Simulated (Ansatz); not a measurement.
Sn3Te in Ansatz: the effect of functional

The system is Sn3Te.

```
Te Sn
1.0
    -2.34603    2.34603    5.62469
     2.34603   -2.34603    5.62469
     2.34603    2.34603   -5.62469
Te Sn
1 3
Direct
  0.00000 0.00000 0.00000
  0.50000 0.50000 0.00000
  0.25000 0.75000 0.50000
  0.75000 0.25000 0.50000
```

The cell comes from a database or a generator and needn't be the stable form of this composition.

The cell isn't the ideal one: volume scaled by 1.06.

Alike in all runs:

- Program: Ansatz 0.2.0
- Task: single point
- Potentials or basis: Ansatz PAW
- k mesh: 8 × 8 × 8
- Occupations: fermi-dirac, width 0.05 eV
- Spin: no spin polarisation

**Question.** One run gave: pressure -2.6 GPa. Which functional did it use?
A. PBE
B. LDA
C. r2SCAN

**Answer.** A.

```tsv
functional	cutoff	pressure (GPa)
LDA	420 eV (not typed: the program's choice for these potentials)	-6.0
r2SCAN	500 eV (not typed: the program's choice for these potentials)	-3.2
PBE	420 eV (not typed: the program's choice for these potentials)	-2.6
```

Caveats: the PAW data sets come from PBE, with cores solved anew for the run's functional, which leaves a small shift of forces and pressure (some runs).
